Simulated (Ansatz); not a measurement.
# TaSi2: further runs on the relaxed cell

The task here is to estimate one member of a computed series from the others.

The COD entry's cell or inner coordinates are ideal or old and differ from later refinements, so a difference from it is no clean test against experiment.

Computed with Ansatz 0.2.0 (DFT PBE and PBEsol (the runs whose input is shown use PBEsol), scalar-relativistic, plane waves, PAW).

2 further runs of the same task are left out: 2 set aside as unsound or not needed.

## The structure to begin with

It takes space group P6_222 (No. 180, hexagonal). Conventional cell: a = 4.805 Å, b = 4.805 Å, c = 6.599 Å, α = 90.00°, β = 90.00°, γ = 120.00°. Ta (site symmetry 222) has 10 Si at 2.62 to 2.84 Å as nearest neighbours. Around Si (site symmetry 2) lie 5 Si at 2.57 to 2.84 Å and 5 Ta at 2.62 to 2.84 Å.

Structure file:

```cif
data_structure
_symmetry_space_group_name_H-M 'P6_222'
_symmetry_Int_Tables_number 180
_cell_length_a 4.8051
_cell_length_b 4.8051
_cell_length_c 6.5989
_cell_angle_alpha 90.000
_cell_angle_beta 90.000
_cell_angle_gamma 120.000
_cell_volume 131.95
loop_
_atom_site_label
_atom_site_type_symbol
_atom_site_symmetry_multiplicity
_atom_site_Wyckoff_symbol
_atom_site_fract_x
_atom_site_fract_y
_atom_site_fract_z
_atom_site_occupancy
Ta1 Ta 3 d 0.50000 0.00000 0.50000 1
Si1 Si 6 j 0.15892 0.31784 0.50000 1
```

This cell was relaxed beforehand with the same method: volume 14.66 Å³/atom, gap on the mesh none (metal).

Set-up of the first run:

The input, input.yaml:

```yaml
crystal:
  lattice:
    - [4.8051009051, 0.0, 0.0]
    - [-2.4025504525, 4.1613394515, 0.0]
    - [0.0, 0.0, 6.5988658923]
  atoms:
    - { symbol: Ta, position: [0.5, 0.0, 0.5] }
    - { symbol: Ta, position: [0.5, 0.5, 0.8333333333] }
    - { symbol: Ta, position: [0.0, 0.5, 0.1666666667] }
    - { symbol: Si, position: [0.1589199928, 0.3178399856, 0.5] }
    - { symbol: Si, position: [0.8410800072, 0.1589199928, 0.8333333333] }
    - { symbol: Si, position: [0.6821600144, 0.8410800072, 0.1666666667] }
    - { symbol: Si, position: [0.8410800072, 0.6821600144, 0.5] }
    - { symbol: Si, position: [0.1589199928, 0.8410800072, 0.8333333333] }
    - { symbol: Si, position: [0.3178399856, 0.1589199928, 0.1666666667] }
basis:
  ecutwfc: 420
kpoints:
  mp_grid: { grid: [9, 9, 6] }
hamiltonian:
  xc: pbesol
scf:
  occupations: { method: gaussian, width: 0.1 }
output:
  forces: true
  stress: true
  eigenvalues: true
  write_density: true
  write_potential: true
  elf: true
  volumetric_format: npy
relax:
  adjacent_minimum: "off"
  f_tol: 0.005
  max_steps: 50
  cell: { stress_tol: 0.05 }
```

The run is started by

```
> ansatz run input.yaml --threads 2 --pin off --max-ram 5120MiB --backend cpu --events-out ev --progress --plain --runs-dir out
```

Among the steps run: Relaxing with PBEsol; Relaxing with PBE+D3(BJ); The cell under LDA; The cell under r2SCAN.

One table of the session follows, with a row left open; its other results are not shown here.

It belongs to the step «One structure, several functionals». 

| functional | a (Å) | b (Å) | c (Å) | volume (Å³/atom) |
| --- | --- | --- | --- | --- |
| PBE | 4.805 | 4.805 | 6.599 | 14.66 |
| PBEsol | ? | ? | ? | ? |
| PBE+D3(BJ) | 4.747 | 4.747 | 6.542 | 14.18 |
| LDA | 4.732 | 4.732 | 6.517 | 14.04 |
| r2SCAN | 4.779 | 4.779 | 6.557 | 14.41 |

Estimate the missing values for PBEsol.

As computed: a (Å): 4.761; b (Å): 4.761; c (Å): 6.558; volume (Å³/atom): 14.30. In the column «a (Å)» it lies between PBE+D3(BJ) (4.747) and r2SCAN (4.779).
